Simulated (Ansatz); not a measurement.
**BNH6 (SMILES [BH3-][NH3+]) at wB97M-V/def2-TZVP**

Aim: the electronic atomisation energy of BNH6 at wB97M-V/def2-TZVP, from 4 runs. 

Program for the calculation: Ansatz 0.2.0.

51 further runs of the same task are left out: 51 set aside as unsound or not needed.

### 1 Starting point

BNH6: 8 atoms, total charge 0, spin state singlet. As SMILES, `[BH3-][NH3+]`. Geometry: relaxed at PBE0-D4/def2-TZVP.

Bond lengths: B1–N2 1.639 Å, B1–H3 1.212 Å, B1–H4 1.212 Å, B1–H5 1.212 Å, N2–H6 1.015 Å, N2–H7 1.015 Å, N2–H8 1.015 Å. Some angles: B1–N2–H6 110.9°, B1–N2–H7 110.9°, B1–N2–H8 110.9°, N2–B1–H3 105.3°, N2–B1–H4 105.3°, N2–B1–H5 105.3°, H6–N2–H7 108.0°, H6–N2–H8 108.0°, H7–N2–H8 108.0°, H3–B1–H4 113.3°.

### 2 A single-point energy at wB97M-V/def2-TZVP

Input file molecule.yaml:

```yaml
crystal:
  periodic: [false, false, false]
  atoms:
    - {symbol: B, position_ang: [-0.191300, 0.250800, -0.775400]}
    - {symbol: N, position_ang: [0.206500, -0.255100, 0.731700]}
    - {symbol: H, position_ang: [-0.078200, -0.728400, -1.481000]}
    - {symbol: H, position_ang: [-1.332600, 0.649700, -0.687200]}
    - {symbol: H, position_ang: [0.604400, 1.126600, -1.038400]}
    - {symbol: H, position_ang: [0.140800, 0.507000, 1.398700]}
    - {symbol: H, position_ang: [1.156600, -0.611300, 0.755300]}
    - {symbol: H, position_ang: [-0.414000, -0.996500, 1.040500]}
basis:
  gaussian: {orbitals: def2-TZVP}
hamiltonian: {xc: {name: wB97M-V}}
accuracy: high
output: {orbitals: {seedname: orbitals}}
```

Command:

```sh
ansatz run molecule.yaml --threads 1 --pin off --max-ram 3480MiB --events-out events.jsonl --progress --plain --runs-dir runs
```

The program printed:

```text
Warning: RAYON_NUM_THREADS=1 ignored (pool sized by the plan → 1); use --threads N
Functional definition: wB97M-V
  name "wB97M-V"
  parameter omega = 0.3/bohr
  parameter cx = 0.15
  parameter cx01 = 1.007
  parameter cx10 = 0.259
  parameter css00 = 0.443
  parameter css04 = -1.437
  parameter css10 = -4.535
  parameter css20 = -3.390
  parameter css43 = 4.278
  parameter cos00 = 1.000
  parameter cos10 = 1.358
  parameter cos20 = 2.924
  parameter cos21 = -8.812
  parameter cos60 = -1.390
  parameter cos61 = 9.142
  parameter b = 6.0
  parameter c = 0.01
  gx(w, u) = 1 - cx + cx01*u + cx10*w
  gss(w, u) = css00 + css04*u^4 + css10*w + css20*w^2 + css43*w^4*u^3
  gos(w, u) = cos00 + cos10*w + (cos20 + cos21*u)*w^2 + (cos60 + cos61*u)*w^6
  exchange = spin_sum(e_x_unif_sr(omega)*gx(b97_w, b97_u_x)) + cx*exact_x_sr(omega) + exact_x_lr(omega)
  correlation = spin_sum(e_c_pw_mod_same_spin*gss(b97_w, b97_u_same))
      + integral(e_c_pw_mod_opposite_spin*gos(b97_w_opposite, b97_u_opposite)) + vv10(b, c)
1878 factors; integrals over basis functions are off by at most 3.7e-9 eV
300 factors; integrals over basis functions are off by at most 2.6e-9 eV
mean field evaluation 1: about -2260.3533 eV, gradient 3.8e1 eV
mean field evaluation 2: about -2261.8196 eV, gradient 3.0e1 eV
mean field evaluation 4: about -2263.5475 eV, gradient 9.5e-1 eV
mean field evaluation 8: about -2263.5501 eV, gradient 3.4e-3 eV
mean field evaluation 16: about -2263.5501 eV, gradient 7.6e-7 eV
mean field -2263.55006319 eV, -83.1839305330 hartree, gradient 5.6e-8 eV, S^2 0.000000; 0 other end points of the search recorded, 0 dependent functions left out
reference -2263.55006789 eV, -83.1839307056 hartree; 9, 9 occupied and 89, 89 virtual orbitals, 1878 factors
Total energy: -2263.55006789 eV, -83.1839307056 hartree
```

Run time: 29 s. Hardware: 1 thread of Arm Neoverse V2, shared host; peak memory 0.43 GiB.

### 3 The B atom at the same level

Input file run.yaml:

```yaml
basis:
  gaussian:
    orbitals: def2-TZVP
crystal:
  periodic: [false, false, false]
  atoms:
    - {symbol: B, position_ang: [0.000000, 0.000000, 0.000000]}
magnetization:
  spin_polarized: true
  initial_magnetization: 1
hamiltonian:
  xc: {name: wB97M-V}
accuracy: high
```

Command:

```sh
ansatz run run.yaml --threads 1 --pin off --max-ram 3480MiB --events-out events.jsonl --progress --plain --runs-dir runs
```

The program printed, cut to the lines that bear on the results:

```text
Warning: RAYON_NUM_THREADS=1 ignored (pool sized by the plan → 1); use --threads N
Functional definition: wB97M-V
  name "wB97M-V"
[...]
  gx(w, u) = 1 - cx + cx01*u + cx10*w
  gss(w, u) = css00 + css04*u^4 + css10*w + css20*w^2 + css43*w^4*u^3
  gos(w, u) = cos00 + cos10*w + (cos20 + cos21*u)*w^2 + (cos60 + cos61*u)*w^6
[...]
      + integral(e_c_pw_mod_opposite_spin*gos(b97_w_opposite, b97_u_opposite)) + vv10(b, c)
312 factors; integrals over basis functions are off by at most 3.0e-9 eV
139 factors; integrals over basis functions are off by at most 1.3e-9 eV
[...]
mean field -670.75051403 eV, -24.6496267397 hartree, gradient 2.1e-8 eV, S^2 0.750920; 0 other end points of the search recorded, 0 dependent functions left out
reference -670.75051639 eV, -24.6496268262 hartree; 3, 2 occupied and 28, 29 virtual orbitals, 312 factors
Total energy: -670.75051639 eV, -24.6496268262 hartree
```

Run time: 2.4 s. Hardware: 1 thread of Arm Neoverse V2, shared host; peak memory 0.16 GiB.

### 4 The H atom

Input file run.yaml:

```yaml
basis:
  gaussian:
    orbitals: def2-TZVP
crystal:
  periodic: [false, false, false]
  atoms:
    - {symbol: H, position_ang: [0.000000, 0.000000, 0.000000]}
accuracy: high
magnetization:
  spin_polarized: true
  initial_magnetization: 1
total_charge: 0
hamiltonian:
  xc: {name: wB97M-V}
```

Run the same way, it converges to -0.49411 Eh (log not shown).

### 5 The N atom

Input file input.yaml:

```yaml
crystal:
  periodic: [false, false, false]
  atoms:
    - {symbol: N, position_ang: [0.000000, 0.000000, 0.000000]}
basis:
  gaussian: {orbitals: def2-TZVP}
magnetization: {spin_polarized: true, initial_magnetization: 3}
hamiltonian: {xc: {name: wB97M-V}}
accuracy: high
```

Run the same way, it converges to -54.59261 Eh (log not shown).

### 6 Summary of results

Level: wB97M-V/def2-TZVP.

```
                     quantity         value
       molecule: total energy  -83.18393 Eh
        molecule: HOMO energy     -10.15 eV
        molecule: LUMO energy       1.38 eV
      molecule: HOMO–LUMO gap      11.54 eV
         B atom: total energy  -24.64963 Eh
                 B atom: ⟨S²⟩         0.751
         H atom: total energy   -0.49411 Eh
                 H atom: ⟨S²⟩         0.750
         N atom: total energy  -54.59261 Eh
                 N atom: ⟨S²⟩         3.753
electronic atomisation energy     26.586 eV
```

Taking the molecule apart into free atoms costs 26.59 eV (613 kcal/mol), before zero-point energy and without spin-orbit coupling.
